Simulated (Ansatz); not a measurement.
# TiC: the cost of one run

Method: DFT PBE+D3(BJ), scalar-relativistic, plane waves, PAW, in Ansatz 0.2.0.

2 further runs of the same task are left out: 2 set aside as unsound or not needed.

### 1 The starting structure

It takes space group Fm-3m (No. 225, cubic). The conventional cell has a = 4.291 Å, b = 4.291 Å, c = 4.291 Å, α = 90.00°, β = 90.00°, γ = 90.00°. Ti (site symmetry m-3m) is surrounded by 6 C at 2.15 Å. C (site symmetry m-3m) is surrounded by 6 Ti at 2.15 Å.

Structure file:

```xyz
2
Lattice="0.0000 2.1456 2.1456 2.1456 0.0000 2.1456 2.1456 2.1456 0.0000" Properties=species:S:1:pos:R:3 pbc="T T T"
Ti    0.0000    0.0000    0.0000
C     2.1456    2.1456    2.1456
```

It is the result of an earlier relaxation at this level (volume 9.88 Å³/atom; gap on the mesh: none (metal)).

### 2 The slab

Planes are indexed in the bulk's conventional cell (Fm-3m (No. 225)), a = 4.291 Å, b = 4.291 Å, c = 4.291 Å, α = 90.00°, β = 90.00°, γ = 90.00°.

A (100) slab, 6.4 Å thick as cut, with 17 Å of vacuum, in a 2×2 surface cell; its outer planes are TiC (top) and TiC (bottom).

The slab as cut. Its planes from the bottom up:

```tsv
plane	atoms per cell	height over the lowest (Å)
1	Ti4C4	0.00
2	Ti4C4	2.15
3	Ti4C4	4.29
4	Ti4C4	6.44
```

### 3 Relaxing the clean slab

File input.yaml:

```yaml
crystal:
  lattice:
    - [6.0686302234, 0.0, 0.0]
    - [0.0, 6.0686302234, 0.0]
    - [0.0, 0.0, 23.4367543752]
  atoms:
    - { symbol: Ti, position: [0.25, 0.25, 0.3626782047] }
    - { symbol: Ti, position: [0.25, 0.75, 0.3626782047] }
    - { symbol: Ti, position: [0.75, 0.25, 0.3626782047] }
    - { symbol: Ti, position: [0.75, 0.75, 0.3626782047] }
    - { symbol: C, position: [0.5, 0.5, 0.3626782047] }
    - { symbol: C, position: [0.5, 0.0, 0.3626782047] }
    - { symbol: C, position: [0.0, 0.5, 0.3626782047] }
    - { symbol: C, position: [0.0, 0.0, 0.3626782047] }
    - { symbol: Ti, position: [0.5, 0.5, 0.4542260682] }
    - { symbol: Ti, position: [0.5, 0.0, 0.4542260682] }
    - { symbol: Ti, position: [0.0, 0.5, 0.4542260682] }
    - { symbol: Ti, position: [0.0, 0.0, 0.4542260682] }
    - { symbol: C, position: [0.75, 0.75, 0.4542260682] }
    - { symbol: C, position: [0.75, 0.25, 0.4542260682] }
    - { symbol: C, position: [0.25, 0.75, 0.4542260682] }
    - { symbol: C, position: [0.25, 0.25, 0.4542260682] }
    - { symbol: Ti, position: [0.75, 0.75, 0.5457739318] }
    - { symbol: Ti, position: [0.75, 0.25, 0.5457739318] }
    - { symbol: Ti, position: [0.25, 0.75, 0.5457739318] }
    - { symbol: Ti, position: [0.25, 0.25, 0.5457739318] }
    - { symbol: C, position: [0.0, 0.0, 0.5457739318] }
    - { symbol: C, position: [0.0, 0.5, 0.5457739318] }
    - { symbol: C, position: [0.5, 0.0, 0.5457739318] }
    - { symbol: C, position: [0.5, 0.5, 0.5457739318] }
    - { symbol: Ti, position: [0.0, 0.0, 0.6373217953] }
    - { symbol: Ti, position: [0.0, 0.5, 0.6373217953] }
    - { symbol: Ti, position: [0.5, 0.0, 0.6373217953] }
    - { symbol: Ti, position: [0.5, 0.5, 0.6373217953] }
    - { symbol: C, position: [0.25, 0.25, 0.6373217953] }
    - { symbol: C, position: [0.25, 0.75, 0.6373217953] }
    - { symbol: C, position: [0.75, 0.25, 0.6373217953] }
    - { symbol: C, position: [0.75, 0.75, 0.6373217953] }
basis:
  ecutwfc: 420
kpoints:
  mp_grid: { grid: [5, 5, 1] }
hamiltonian:
  xc: pbe
  dispersion: d3bj
scf:
  occupations: { method: gaussian, width: 0.1 }
output:
  forces: true
  eigenvalues: true
  write_density: true
  write_potential: true
  elf: true
  volumetric_format: npy
relax:
  adjacent_minimum: "off"
  f_tol: 0.03
  max_steps: 70
  constraints: [{ sites: [0, 1, 2, 3, 4, 5, 6, 7, 8, 9, 10, 11, 12, 13, 14, 15] }]
efield:
  axis: 3
  dipole_correction: true
  ramp_width: 0.04
```

Started as:

```
$ ansatz run input.yaml --threads 4 --pin off --max-ram 10240MiB --backend cpu --events-out ev --progress --plain --runs-dir out
```

Q: Estimate wall time and peak memory on 4 threads of Intel Xeon Platinum 8375C at 2.90GHz (Ice Lake), shared host.

About 1.7 min, with a peak of 2.9 GiB.
